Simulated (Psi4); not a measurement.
# BGeNH6 (SMILES B[NH][GeH3]): levels of theory compared

Wanted: a comparison of 3 runs (B2PLYP/6-31G*, wB97M-V/6-31G*, MP3/6-31G*) of BGeNH6. 

Program for the calculation: Psi4 1.11.

3 further runs of the same task are left out: 1 that didn't finish, 2 set aside as unsound or not needed.

### Step 1. The molecule

The species is BGeNH6 (9 atoms), meant as a singlet with charge 0. SMILES: `B[NH][GeH3]`. The B1–H5 distance was set to 1.799 Å, away from the relaxed value. At this shape a bond of the SMILES string is far longer than usual.

Bond lengths: B1–N2 1.392 Å, N2–Ge3 1.854 Å, B1–H4 1.199 Å, N2–H6 1.010 Å, Ge3–H7 1.538 Å, Ge3–H8 1.530 Å, Ge3–H9 1.538 Å. Angles: B1–N2–Ge3 126.2°, B1–N2–H6 117.9°, Ge3–N2–H6 115.9°, N2–B1–H4 119.2°, N2–Ge3–H7 109.1°, N2–Ge3–H8 106.5°, N2–Ge3–H9 109.1°, H7–Ge3–H8 111.5°, H7–Ge3–H9 109.1°, H8–Ge3–H9 111.5°. A long bond or contact: B1–H5 1.799 Å.

### Step 2. The energy at B2PLYP/6-31G(d) (density fitting for correlation, spherical functions) (run 1)

File input.inp:

```
memory 2200 mb

molecule {
  0 1
  B     -0.686444     0.120733    -0.906941
  N      0.164256     0.178333     0.193259
  Ge     0.852756    -1.270167     1.122559
  H     -1.030344    -0.949467    -1.325041
  H     -1.249100     1.647000    -1.674800
  H      0.441456     1.089633     0.528459
  H      2.389156    -1.223567     1.060859
  H      0.302456    -2.523967     0.440559
  H      0.404856    -1.184767     2.591659
  symmetry c1
  no_reorient
  no_com
}

set {
  basis 6-31G*
  reference rks
  puream true
  e_convergence 1e-09
  d_convergence 1e-08
  scf_type pk
  dft_radial_points 99
  dft_spherical_points 590
  num_frozen_docc 11
}

e, wfn = energy('b2plyp', return_wfn=True)
```

Command:

```
psi4 -n 1 input.inp input.out
```

input.out:

```text
[...]
  Running in c1 symmetry.
[...]
  Nuclear repulsion =  175.843522339760852
[...]
  Multiplicity = 1
[...]
  Nalpha       = 25
  Nbeta        = 25
[...]
    Number of basis functions: 72
[...]
   @RKS iter   1: -2157.92001383725392   -2.75810e+00   3.53463e-02 ADIIS/DIIS
[...]
   @RKS iter  11: -2159.23523002603361   -3.63798e-12   7.72146e-09 DIIS
[...]
  @RKS Final Energy: -2159.23523002603361
   => Energetics <=
    Nuclear Repulsion Energy =            175.8435223397608524
    One-Electron Energy =               -3354.3432305667593027
    Two-Electron Energy =                1063.1302746543155990
    DFT Exchange-Correlation Energy =     -43.8657964533510238
    Empirical Dispersion Energy =           0.0000000000000000
    VV10 Nonlocal Energy =                  0.0000000000000000
    Total Energy =                      -2159.2352300260336051
[...]
 Multipole Moments:
 ------------------------------------------------------------------------------------
     Multipole            Electronic (a.u.)      Nuclear  (a.u.)        Total (a.u.)
 ------------------------------------------------------------------------------------
 L = 1.  Multiply by 2.5417464519 to convert [e a0] to [Debye]
 Dipole X            :        -48.9990265           49.6322281            0.6332016
 Dipole Y            :         78.8783541          -79.2522470           -0.3738929
 Dipole Z            :        -64.1042698           64.9341852            0.8299154
 Magnitude           :                                                    1.1088281
[...]
```

It took 9.6 s on 1 thread of AMD EPYC 9R45 (Zen 5), shared host; peak memory 1.1 GiB.

### Step 3. The energy at wB97M-V/6-31G(d) (spherical functions) (run 2)

File bgeh6n.py:

```python
import psi4

psi4.set_memory(2200000000)
psi4.set_num_threads(1)
psi4.set_output_file('psi4.out', False)

m = psi4.geometry("""
0 1
B     -1.29719116     0.22815230    -1.71387010
N      0.31039885     0.33700053     0.36520658
Ge     1.61147529    -2.40026776     2.12132907
H     -1.94706797    -1.79423259    -2.50396459
H     -2.36045690     3.11237893    -3.16491331
H      0.83423094     2.05910795     0.99864278
H      4.51485051    -2.31220653     2.00473297
H      0.57155900    -4.76960638     0.83253585
H      0.76506696    -2.23888515     4.89752572
units au
symmetry c1
no_reorient
no_com
""")

options = {'basis': '6-31G*', 'puream': True, 'e_convergence': 1e-09, 'd_convergence': 1e-08, 'scf_type': 'pk', 'dft_radial_points': 99, 'dft_spherical_points': 590}
psi4.set_options(options)

energy_value = psi4.energy("wb97m-v")
print(f'total energy {energy_value:.8f} hartree = {energy_value * 27.211386:.5f} eV')
```

Command:

```
python bgeh6n.py
```

psi4.out:

```text
[...]
  Running in c1 symmetry.
[...]
  Nuclear repulsion =  175.843522406631990
[...]
  Multiplicity = 1
[...]
  Nalpha       = 25
  Nbeta        = 25
[...]
    Number of basis functions: 72
[...]
   @RKS iter   1: -2158.33464624203089   -2.60719e+00   3.65009e-02 DIIS/ADIIS
[...]
   @RKS iter  11: -2159.70773093274283   -1.63709e-11   5.76425e-09 DIIS
[...]
  @RKS Final Energy: -2159.70773093274283
   => Energetics <=
    Nuclear Repulsion Energy =            175.8435224066319904
    One-Electron Energy =               -3353.9845200757417842
    Two-Electron Energy =                1090.1049008268932994
    DFT Exchange-Correlation Energy =     -71.8758233616482443
    Empirical Dispersion Energy =           0.0000000000000000
    VV10 Nonlocal Energy =                  0.2041892711218839
    Total Energy =                      -2159.7077309327428338
[...]
 Multipole Moments:
 ------------------------------------------------------------------------------------
     Multipole            Electronic (a.u.)      Nuclear  (a.u.)        Total (a.u.)
 ------------------------------------------------------------------------------------
 L = 1.  Multiply by 2.5417464519 to convert [e a0] to [Debye]
 Dipole X            :        -48.9819061           49.6322280            0.6503219
 Dipole Y            :         78.8930941          -79.2522469           -0.3591527
 Dipole Z            :        -64.0825093           64.9341852            0.8516759
 Magnitude           :                                                    1.1301597
[...]
```

On the terminal:

```text
total energy -2159.70773093 hartree = -58768.64071 eV
```

Run time: 1.9 min. Hardware: 1 thread of AMD EPYC 9R45 (Zen 5), shared host; peak memory 1.4 GiB.

### Step 4. A single-point energy at MP3/6-31G(d) (spherical functions) (run 3)

File run.py:

```python
import psi4

psi4.set_memory('2200 MB')
psi4.set_num_threads(1)
psi4.set_output_file('run.log', False)

m = psi4.geometry("""
0 1
B     -0.686444     0.120733    -0.906941
N      0.164256     0.178333     0.193259
Ge     0.852756    -1.270167     1.122559
H     -1.030344    -0.949467    -1.325041
H     -1.249100     1.647000    -1.674800
H      0.441456     1.089633     0.528459
H      2.389156    -1.223567     1.060859
H      0.302456    -2.523967     0.440559
H      0.404856    -1.184767     2.591659
units angstrom
symmetry c1
no_reorient
no_com
""")

psi4.set_options({
    'puream': True,
    'e_convergence': 1e-09,
    'd_convergence': 1e-08,
    'scf_type': 'pk',
    'num_frozen_docc': 11,
    'mp_type': 'conv',
})

e = psi4.energy("mp3/6-31G*", molecule=m)
print(f'mp3/6-31G* energy: {e:.10f} Eh')
for k, v in sorted(psi4.core.scalar_variables().items()):
    print(f'{k:45s} {v:18.10f}')
```

Command:

```
python run.py
```

run.log:

```text
[...]
  Running in c1 symmetry.
[...]
  Nuclear repulsion =  175.843522339760852
[...]
  Multiplicity = 1
[...]
  Nalpha       = 25
  Nbeta        = 25
[...]
    Number of basis functions: 72
[...]
   @RHF iter   1: -2156.54486700272128   -3.54996e+00   3.20987e-02 DIIS/ADIIS
[...]
   @RHF iter  12: -2157.65128883813532   -6.82121e-12   4.83985e-09 DIIS
[...]
  @RHF Final Energy: -2157.65128883813532
   => Energetics <=
    Nuclear Repulsion Energy =            175.8435223397608524
    One-Electron Energy =               -3354.5147626493335338
    Two-Electron Energy =                1021.0199514714374800
    Total Energy =                      -2157.6512888381348603
[...]
 Multipole Moments:
 ------------------------------------------------------------------------------------
     Multipole            Electronic (a.u.)      Nuclear  (a.u.)        Total (a.u.)
 ------------------------------------------------------------------------------------
 L = 1.  Multiply by 2.5417464519 to convert [e a0] to [Debye]
 Dipole X            :        -49.0145525           49.6322281            0.6176755
 Dipole Y            :         78.8336533          -79.2522470           -0.4185937
 Dipole Z            :        -64.1231766           64.9341852            0.8110086
 Magnitude           :                                                    1.1020339
[...]
	SCS-MP2 Total Energy (a.u.)        : -2158.12419903536374
	SOS-MP2 Total Energy (a.u.)        : -2158.11609065932544
[...]
	SOS-PI-MP2 Total Energy (a.u.)     : -2158.15184464557069
[...]
	MP2 Total Energy (a.u.)            : -2158.14041578744127
[...]
	SCS-MP3 Total Energy (a.u.)        : -2158.12626306699167
[...]
	MP3 Total Energy (a.u.)            : -2158.14867191395342
[...]
```

Run time: 4.2 s. Hardware: 1 thread of AMD EPYC 9R45 (Zen 5), shared host; peak memory 0.36 GiB.

### Step 5. The series

```csv
run,level,fitting correlation,frozen core orbitals,energy (Eh),HOMO energy (eV),LUMO energy (eV),HOMO–LUMO gap (eV),wall time
1,"B2PLYP/6-31G* (density fitting for correlation, spherical functions)",density fitting,11,-2159.397911,-8.32,1.42,9.74,9.6 s
2,wB97M-V/6-31G* (spherical functions),–,0,-2159.707731,-9.33,1.99,11.32,1.9 min
3,MP3/6-31G* (spherical functions),none,11,-2158.148672,-10.11,3.23,13.34,4.2 s
```

### Step 6. Summary of results

| quantity | value |
| --- | --- |
| run 3: total energy | -2158.14867 Eh |
| run 3: HOMO energy (Hartree–Fock orbitals) | -10.11 eV |
| run 3: LUMO energy (Hartree–Fock orbitals) | 3.23 eV |
| run 3: HOMO–LUMO gap (Hartree–Fock orbitals) | 13.34 eV |
| run 3: correlation energy (11 core orbitals frozen) | -497.4 mEh |

**Reading.** Totals of different functionals can't be ranked against each other. All runs together took 2.1 min, the longest 1.9 min.
